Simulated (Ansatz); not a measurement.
# C2H4Sn: the cost of one run

Program: Ansatz 0.2.0 through its Python package. The levels of theory stand in the script. These are calculated values, not measurements.

## 1. The system

Bond lengths: C1–C2 1.428 Å, C1–Sn3 1.982 Å, C2–Sn3 2.002 Å, C1–H4 1.030 Å, C2–H5 1.102 Å, Sn3–H6 1.750 Å, Sn3–H7 1.792 Å. Angles: C1–C2–Sn3 68.3°, C1–C2–H5 146.7°, Sn3–C2–H5 145.0°, C2–C1–Sn3 69.8°, C2–C1–H4 145.4°, Sn3–C1–H4 144.2°, C1–Sn3–C2 42.0°, C1–Sn3–H6 107.8°, C1–Sn3–H7 103.3°, C2–Sn3–H6 120.2°, C2–Sn3–H7 118.4°, H6–Sn3–H7 118.7°.

No structure file is read: the coordinates are typed or built in the script.

## 2. Script

basis_c2h4sn.py reads:

```python
import warnings

import ansatz as az

GEOMETRY = """
C    -0.73300   -0.65850   -0.16780
C     0.10090   -0.13680   -1.20280
Sn    0.60840    0.58640    0.59420
H    -1.57640   -1.20990    0.04470
H     0.35070   -0.14560   -2.27610
H    -0.25150    1.95440    1.26700
H     1.56220   -0.45790    1.69520
"""


def main() -> None:
    warnings.simplefilter("ignore", az.DeckWarning)

    system = az.Crystal.molecule()
    for line in GEOMETRY.strip().splitlines():
        symbol, *xyz = line.split()
        system = system.atom(symbol, [float(v) for v in xyz])

    calculation = system.calculation().functional("b3lyp")

    energies = {}
    for basis in ["def2-SVP", "def2-SVPD", "def2-TZVP", "def2-TZVPP"]:
        r = calculation.basis(gaussian=basis).run().report
        size = r["n_frozen"] + r["n_occupied"][0] + r["n_virtual"][0]
        energies[basis] = (r["reference_energy_ev"] / 27.211386246, r["free_energy_ev"] / 27.211386246)
        print(f"{basis:14s} {size:4d} orbitals  reference {energies[basis][0]:14.6f} Ha  total {energies[basis][1]:14.6f} Ha")

    last = energies["def2-TZVPP"][1]
    for basis, (_, total) in energies.items():
        print(f"{basis:14s} lies {27.211386 * (total - last):9.4f} eV above def2-TZVPP")


if __name__ == "__main__":
    main()
```

## 3. The calls as engine input

The engine receives this input (first run):

```yaml
crystal:
  periodic: [false, false, false]
  atoms:
    - { symbol: C, position_ang: [-0.733, -0.6585, -0.1678] }
    - { symbol: C, position_ang: [0.1009, -0.1368, -1.2028] }
    - { symbol: Sn, position_ang: [0.6084, 0.5864, 0.5942] }
    - { symbol: H, position_ang: [-1.5764, -1.2099, 0.0447] }
    - { symbol: H, position_ang: [0.3507, -0.1456, -2.2761] }
    - { symbol: H, position_ang: [-0.2515, 1.9544, 1.267] }
    - { symbol: H, position_ang: [1.5622, -0.4579, 1.6952] }
basis:
  gaussian:
    orbitals: def2-SVP
hamiltonian:
  xc: b3lyp
```

## 4. The run

On the command line:

```sh
python basis_c2h4sn.py
```

Q: Estimate wall time and peak memory on 1 thread of Arm Neoverse V1, shared host.

About 14 s, with a peak of 0.36 GiB.
